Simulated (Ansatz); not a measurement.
# AlBH4Se: single points off equilibrium

Aim: energy, forces and dipole at a structure displaced at random from a GFN2-xTB minimum, from CCSD(T) and from density functionals.

Program: Ansatz 0.2.0, Gaussian basis. Level of theory: single points in def2-TZVPP. These are calculated values, not measurements.

Cores are frozen in the correlated methods. Filled d shells of the heavier atoms are correlated.

**1. The system as given**

SMILES `B[Se][AlH2]`, 7 atoms, charge 0, spin multiplicity 1.

Atoms are counted from 1 here; the program's logs count them from 0.

Bond lengths: B1–Se2 1.916 Å, B1–H4 1.178 Å, B1–H5 1.152 Å, Se2–Al3 2.288 Å, Al3–H6 1.502 Å, Al3–H7 1.564 Å. Angles: Se2–B1–H4 119.6°, Se2–B1–H5 120.0°, H4–B1–H5 120.3°, B1–Se2–Al3 92.0°, Se2–Al3–H6 122.8°, Se2–Al3–H7 122.1°, H6–Al3–H7 115.1°.

As a file:

```
B    -1.44230    0.06600   -0.52410
Se   -0.74870   -0.91990    0.96480
Al    1.36880   -0.13240    0.60010
H    -1.49230   -0.44160   -1.58620
H    -1.86060    1.12790   -0.36810
H     1.88030    1.13920    1.21350
H     2.37290   -0.85940   -0.35390
```

**2. CCSD(T)/def2-TZVPP**

File run/in.yaml:

```yaml
crystal:
  periodic: [false, false, false]
  atoms:
    - {symbol: B, position_ang: [-1.442300, 0.066000, -0.524100]}
    - {symbol: Se, position_ang: [-0.748700, -0.919900, 0.964800]}
    - {symbol: Al, position_ang: [1.368800, -0.132400, 0.600100]}
    - {symbol: H, position_ang: [-1.492300, -0.441600, -1.586200]}
    - {symbol: H, position_ang: [-1.860600, 1.127900, -0.368100]}
    - {symbol: H, position_ang: [1.880300, 1.139200, 1.213500]}
    - {symbol: H, position_ang: [2.372900, -0.859400, -0.353900]}
basis:
  gaussian: {orbitals: def2-TZVPP}
correlation: {method: ccsd_t}
output: {forces: true}
```

The command line of these runs was not kept.

**3. PBE0-D4/def2-TZVPP**

run/in.yaml: that of step 2 with these lines changed.

```diff
@@ -12,3 +12,3 @@
   gaussian: {orbitals: def2-TZVPP}
-correlation: {method: ccsd_t}
-output: {forces: true}
+hamiltonian: {xc: pbe0, dispersion: d4}
+output: {forces: true, orbitals: {seedname: orbitals}}
```

**4. wB97M-V/def2-TZVPP**

run/in.yaml: that of step 3 with these lines changed.

```diff
@@ -12,3 +12,3 @@
   gaussian: {orbitals: def2-TZVPP}
-hamiltonian: {xc: pbe0, dispersion: d4}
-output: {forces: true, orbitals: {seedname: orbitals}}
+hamiltonian: {xc: {name: wB97M-V}}
+output: {forces: true}
```

**5. r2SCAN-D4/def2-TZVPP**

run/in.yaml: that of step 4 with these lines changed.

```diff
@@ -12,3 +12,3 @@
   gaussian: {orbitals: def2-TZVPP}
-hamiltonian: {xc: {name: wB97M-V}}
+hamiltonian: {xc: r2scan, dispersion: d4}
 output: {forces: true}
```

**6. PBE-D4/def2-TZVPP**

run/in.yaml: that of step 5 with these lines changed.

```diff
@@ -12,3 +12,3 @@
   gaussian: {orbitals: def2-TZVPP}
-hamiltonian: {xc: r2scan, dispersion: d4}
+hamiltonian: {xc: pbe, dispersion: d4}
 output: {forces: true}
```

**7. revPBE-D4/def2-TZVPP**

run/in.yaml: that of step 6 with these lines changed.

```diff
@@ -12,3 +12,3 @@
   gaussian: {orbitals: def2-TZVPP}
-hamiltonian: {xc: pbe, dispersion: d4}
+hamiltonian: {xc: {name: revPBE}, dispersion: d4}
 output: {forces: true}
```

**8. LC-wPBE/def2-TZVPP**

run/in.yaml: that of step 7 with these lines changed.

```diff
@@ -12,3 +12,3 @@
   gaussian: {orbitals: def2-TZVPP}
-hamiltonian: {xc: {name: revPBE}, dispersion: d4}
+hamiltonian: {xc: {name: LC-wPBE}}
 output: {forces: true}
```

(Steps that only read results are left out.)

**Question.** What will these runs give? Wanted: energy less free atoms, CCSD(T)/def2-TZVPP; RMS force component; RMS force error; HOMO and LUMO, PBE0-D4; T1 diagnostic.

**Answer**, as computed:

| quantity | value |
| --- | --- |
| energy less free atoms, CCSD(T)/def2-TZVPP | -1901.2 kJ/mol |
| RMS force component | 0.454 to 0.575 eV/Å over the methods |
| RMS force error | PBE0-D4 0.057, wB97M-V 0.059, r2SCAN-D4 0.046, PBE-D4 0.094, revPBE-D4 0.108, LC-wPBE 0.122 eV/Å |
| HOMO and LUMO, PBE0-D4 | -6.74 and -2.88 eV |
| T1 diagnostic | 0.011 |

**Reading.** Against CCSD(T) the functionals' energies less atoms differ by -62.0 to +1.2 kJ/mol, PBE-D4 by -34.3 kJ/mol. A larger basis would deepen the CCSD(T) value, while the functionals are nearly converged already, so the order here is not reliable. On forces the order runs from r2SCAN-D4 to LC-wPBE.
